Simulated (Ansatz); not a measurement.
# CH6N2OSi: vertical spin-state energies, by script

Which spin state of CH6N2OSi lies lowest at this geometry? Wanted for CH6N2OSi: vertical spin-state energies. SMILES: N=CO[SiH2]N.

Program: Ansatz 0.2.0, driven from Python. Level of theory: CAM-B3LYP/def2-SVP. These are calculated values, not measurements.

## (1) The system

Bond lengths: N1–C2 1.257 Å, C2–O3 1.317 Å, O3–Si4 1.657 Å, Si4–N5 1.724 Å, N1–H6 1.097 Å, C2–H7 1.111 Å, Si4–H8 1.496 Å, Si4–H9 1.403 Å, N5–H10 1.054 Å, N5–H11 1.038 Å. Angles: N1–C2–O3 121.7°, N1–C2–H7 127.9°, O3–C2–H7 110.3°, C2–N1–H6 106.4°, C2–O3–Si4 130.7°, O3–Si4–N5 105.8°, O3–Si4–H8 109.2°, O3–Si4–H9 112.5°, N5–Si4–H8 107.0°, N5–Si4–H9 108.0°, H8–Si4–H9 113.8°, Si4–N5–H10 106.9°, Si4–N5–H11 108.8°, H10–N5–H11 102.5°.

The script holds or builds the structure itself.

## (2) Script

spin_ch6n2osi.py reads:

```python
import ansatz
from ase import Atoms

atoms = Atoms(['N', 'C', 'O', 'Si', 'N', 'H', 'H', 'H', 'H', 'H', 'H'], positions=[
    [-1.5985, 0.7898, 0.0952],
    [-0.5235, 1.4153, 0.2757],
    [0.6461, 0.8732, 0.0065],
    [1.0292, -0.5725, -0.7061],
    [0.4037, -1.7923, 0.3394],
    [-2.4079, 1.482, 0.3587],
    [-0.3889, 2.4365, 0.6923],
    [0.2954, -0.6903, -2.0046],
    [2.4142, -0.7666, -0.8179],
    [0.8052, -1.6109, 1.2965],
    [-0.6097, -1.6213, 0.4848],
])
system = ansatz.Crystal.molecule_from_ase(atoms)

base = system.calculation()
base = base.basis(gaussian='def2-SVP')
base = base.functional('cam_b3lyp')
found = {}
for unpaired in [0, 2]:
    report = base.spin('collinear', total=unpaired).run().report
    s = unpaired / 2
    found[unpaired] = report['free_energy_ev']
    print(f'2S+1 = {unpaired + 1}: E = {found[unpaired]:.5f} eV, <S^2> = {abs(report["mean_field"]["state"]["spin_squared"]):.3f} (pure state {s * (s + 1):.2f})')
lowest = min(found, key=found.get)
for unpaired, e in found.items():
    print(f'multiplicity {unpaired + 1}: {(e - found[lowest]):.3f} eV above the lowest')
```

## (3) The input behind the calls

The engine receives this input (first run):

```yaml
crystal:
  periodic: [false, false, false]
  atoms:
    - { symbol: "N", position_ang: [-1.5985, 0.7898, 0.0952] }
    - { symbol: C, position_ang: [-0.5235, 1.4153, 0.2757] }
    - { symbol: O, position_ang: [0.6461, 0.8732, 0.0065] }
    - { symbol: Si, position_ang: [1.0292, -0.5725, -0.7061] }
    - { symbol: "N", position_ang: [0.4037, -1.7923, 0.3394] }
    - { symbol: H, position_ang: [-2.4079, 1.482, 0.3587] }
    - { symbol: H, position_ang: [-0.3889, 2.4365, 0.6923] }
    - { symbol: H, position_ang: [0.2954, -0.6903, -2.0046] }
    - { symbol: H, position_ang: [2.4142, -0.7666, -0.8179] }
    - { symbol: H, position_ang: [0.8052, -1.6109, 1.2965] }
    - { symbol: H, position_ang: [-0.6097, -1.6213, 0.4848] }
basis:
  gaussian:
    orbitals: def2-SVP
hamiltonian:
  xc: cam_b3lyp
magnetization:
  spin_polarized: true
  initial_magnetization: 0.0
```

## (4) The run

Command:

```sh
$ python spin_ch6n2osi.py
```

The log of the run:

```text
2S+1 = 1: E = -14030.70596 eV, <S^2> = 0.000 (pure state 0.00)
2S+1 = 3: E = -14025.48001 eV, <S^2> = 2.006 (pure state 2.00)
multiplicity 1: 0.000 eV above the lowest
multiplicity 3: 5.226 eV above the lowest
```

Run time: 25 s. Hardware: 1 thread of AMD EPYC 7R43 (Zen 3), shared host; peak memory 0.41 GiB.

## (5) Inputs of later runs

The engine's inputs for the other runs:

Run 2, against run 1:

```diff
@@ -22 +22 @@
-  initial_magnetization: 0.0
+  initial_magnetization: 2.0
```

## (6) The runs side by side

The 2 runs, in the order started:

| run | 2S+1 | energy from run 1 (eV) | <S²> | SCF cycles | CPU time (s) |
| --- | --- | --- | --- | --- | --- |
| 1 | 1 | 0.0000 | 0.00 | 17 | 7.6 |
| 2 | 3 | 5.2260 | 2.01 | 35 | 16 |

## (7) What came out

| quantity | value |
| --- | --- |
| runs compared | 2 |
| lowest | run 1 (2S+1 = 1) |
| next above it by | 5.226 eV |

**Reading.** In order: multiplicity 1 (+0.00 eV) and multiplicity 3 (+5.23 eV), all at the one geometry. The geometry is a force-field or estimated start, not a minimum of this method, and the basis set is short of its limit. All parts are taken at fixed geometry, without zero-point energy.
